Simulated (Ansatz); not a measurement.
# LiTaO2: from a guess to a relaxed structure

Where does this trial cell of LiTaO2 go when cell and atoms are let free?

Computed with Ansatz 0.2.0 (DFT PBE, scalar-relativistic, plane waves, PAW, unless a step's input says otherwise).

## 1. The starting structure

It takes space group Immm (No. 71, orthorhombic). The conventional cell has a = 3.781 Å, b = 5.278 Å, c = 5.417 Å, α = 90.00°, β = 90.00°, γ = 90.00°. Around Li (site symmetry mmm) lie 2 O at 1.28 Å. Around Ta (site symmetry mmm) lie 2 O at 1.42 Å. O (site symmetry mm2) has 1 Li at 1.28 Å and 1 Ta at 1.42 Å as nearest neighbours.

As a file:

```cif
data_structure
_symmetry_space_group_name_H-M 'P 1'
_symmetry_Int_Tables_number 1
_cell_length_a 4.2281
_cell_length_b 4.2281
_cell_length_c 4.2281
_cell_angle_alpha 126.876
_cell_angle_beta 102.752
_cell_angle_gamma 100.322
_cell_volume 54.06
loop_
_atom_site_label
_atom_site_type_symbol
_atom_site_fract_x
_atom_site_fract_y
_atom_site_fract_z
_atom_site_occupancy
Li1 Li 0.50000 0.50000 0.00000 1
Ta1 Ta 0.00000 0.00000 0.00000 1
O1 O 0.26299 0.26299 0.00000 1
O2 O 0.73701 0.73701 0.00000 1
```

A structure generator made this guess: random cell by space group and Wyckoff sites (Immm, No. 71). The dimensions are guesses.

## 2. The guess as it stands, on a coarse mesh

Input file input.yaml:

```yaml
crystal:
  lattice:
    - [-1.89066032, 2.63923351, 2.70867513]
    - [1.89066032, -2.63923351, 2.70867513]
    - [1.89066032, 2.63923351, -2.70867513]
  atoms:
    - { symbol: Li, position: [0.5, 0.5, 0.0] }
    - { symbol: Ta, position: [0.0, 0.0, 0.0] }
    - { symbol: O, position: [0.26298727, 0.26298727, 0.0] }
    - { symbol: O, position: [0.73701273, 0.73701273, 0.0] }
basis:
  ecutwfc: 420
kpoints:
  mp_grid: { grid: [6, 6, 6] }
hamiltonian:
  xc: pbe
scf:
  occupations: { method: gaussian, width: 0.1 }
  lower_state_search: "off"
output:
  forces: true
  stress: true
  eigenvalues: true
```

On the command line:

```bash
$ ansatz run input.yaml --threads 1 --pin off --max-ram 2560MiB --backend cpu --events-out ev --progress --plain --runs-dir out
```

Further runs follow: spin check on a coarse mesh; coarse relaxation; full relaxation; relaxation repeated from the relaxed cell.

What does the calculation give? Wanted: conventional cell; volume; energy over the elements; gap on the mesh.

**Answer**, as computed:

```
                                                              quantity                                                                      value
                                symmetry at the end (tolerance 0.05 Å)                                                  space group Immm (No. 71)
                                                     conventional cell  a = 3.049 Å, b = 7.238 Å, c = 8.708 Å, α = 90.00°, β = 90.00°, γ = 90.00°
                                                                volume                                                              24.02 Å³/atom
energy over the elements (uncorrected; H, N, O, F and Cl as molecules)                                                              -1.05 eV/atom
                                                       gap on the mesh                                                               none (metal)
```

What this shows: The space group Immm (No. 71) is kept, and the volume per atom grows by 77.7 % from the first guess. It lies below the elements, which doesn't yet make it stable: competing phases were not computed in this session. No finished test with a distortion of lower symmetry is shown, so the end may be a saddle point. The runs treat Ta without spin-orbit coupling. Layers here are held mostly by dispersion, which this level lacks, so their spacing and the stiffness across them are unreliable there. Where forces pass 15 eV/Å atoms stand far too close, the PAW spheres overlap strongly and those numbers are rough. Other magnetic orders were not searched.
